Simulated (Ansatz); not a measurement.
**Cl2GeH2N: rigid scan of one bond length**

How does the energy of Cl2GeH2N change as one bond is stretched? Aim: a rigid scan of one bond length, for Cl2GeH2N, run from a script.

All numbers are computed with the Python package of Ansatz 0.2.0. Level of theory: Hartree-Fock/def2-SVP.

## (1) The system

Bond lengths: N1–Ge2 1.814 Å, Ge2–Cl3 2.135 Å, Ge2–Cl4 2.133 Å, N1–H5 1.027 Å, N1–H6 1.040 Å. Angles: N1–Ge2–Cl3 108.0°, N1–Ge2–Cl4 110.2°, Cl3–Ge2–Cl4 107.5°, Ge2–N1–H5 110.6°, Ge2–N1–H6 111.6°, H5–N1–H6 106.3°.

The script reads cl2geh2n.xyz:

```xyz
6

N    -0.47510    0.99520   -0.01660
Ge   -0.28000   -0.73970    0.47770
Cl    1.80210   -1.11450    0.76160
Cl   -0.95810   -2.03070   -1.07900
H    -0.09270    1.62130    0.70260
H     0.04600    1.20420   -0.89250
```

## (2) Script

The input, cl2geh2n.py:

```python
"""Potential curve of Cl2GeH2N along one bond."""

import ansatz as az
import matplotlib.pyplot as plt
import numpy as np

geometry = az.Crystal.molecule_from_extxyz("cl2geh2n.xyz")

symbols = [site.symbol for site in geometry.cartesian_sites]
start = np.array([site.position_ang for site in geometry.cartesian_sites])
axis = (start[5] - start[0]) / np.linalg.norm(start[5] - start[0])
moving = [5]
lengths, energies = [0.88, 0.96, 1.04, 1.14, 1.3, 1.56, 1.87, 2.29], []
for length in lengths:
    xyz = start.copy()
    xyz[moving] += (length - np.linalg.norm(start[5] - start[0])) * axis
    point = az.Crystal.molecule()
    for symbol, place in zip(symbols, xyz):
        point = point.atom(symbol, place.tolist())
    job = point.calculation()
    job = job.basis(gaussian="def2-SVP")
    job = job.functional("hf").spin("collinear", total=1)
    data = job.run(threads=1).report
    energies.append(data["free_energy_ev"])
    print(f"r = {length:6.3f} A  E = {energies[-1]:.5f} eV  <S^2> = {abs(data['mean_field']['state']['spin_squared']):.3f}")

print("energy above the lowest point (eV):", [round(e - min(energies), 3) for e in energies])
plt.figure(figsize=(4.5, 3))
plt.plot(lengths, np.array(energies) - min(energies), "o-")
plt.xlabel("bond length (A)")
plt.ylabel("E - E(min) (eV)")
plt.tight_layout()
plt.savefig("scan.png", dpi=100)
```

## (3) The calls as engine input

The engine receives this input (first run):

```yaml
crystal:
  periodic: [false, false, false]
  atoms:
    - { symbol: "N", position_ang: [-0.4751, 0.9952, -0.0166] }
    - { symbol: Ge, position_ang: [-0.28, -0.7397, 0.4777] }
    - { symbol: Cl, position_ang: [1.8021, -1.1145, 0.7616] }
    - { symbol: Cl, position_ang: [-0.9581, -2.0307, -1.079] }
    - { symbol: H, position_ang: [-0.0927, 1.6213, 0.7026] }
    - { symbol: H, position_ang: [-0.034337707829712266, 1.1719785819681254, -0.7574629662482345] }
basis:
  gaussian:
    orbitals: def2-SVP
hamiltonian:
  xc: hf
magnetization:
  spin_polarized: true
  initial_magnetization: 1.0
```

## (4) Running it

Started as:

```bash
$ python cl2geh2n.py
```

Without the output at hand: what should come out? Wanted: range of energy; lowest point, distance.

**Answer**, as computed:

```
                  quantity     value
             runs compared         8
           range of energy  3.571 eV
lowest point, distance (Å)      1.04
```

**Reading.** The lowest point, at 1.04, lies inside the range. The ends stand 0.511 and 3.57 eV above it. The distance scanned is the script's pair 0, 5. <S²> moves from 0.75 to 1.58: along the scan the mean field breaks spin symmetry. The dearest, run 8 (distance 2.29), took some 6.4 times as long as run 1 (distance 0.88). What to keep in mind:
- The rest of the molecule is held rigid at a force-field or estimated start geometry, and the basis set is modest; single-reference methods fail as a bond breaks.
- The species is open-shell (spin multiplicity 2).
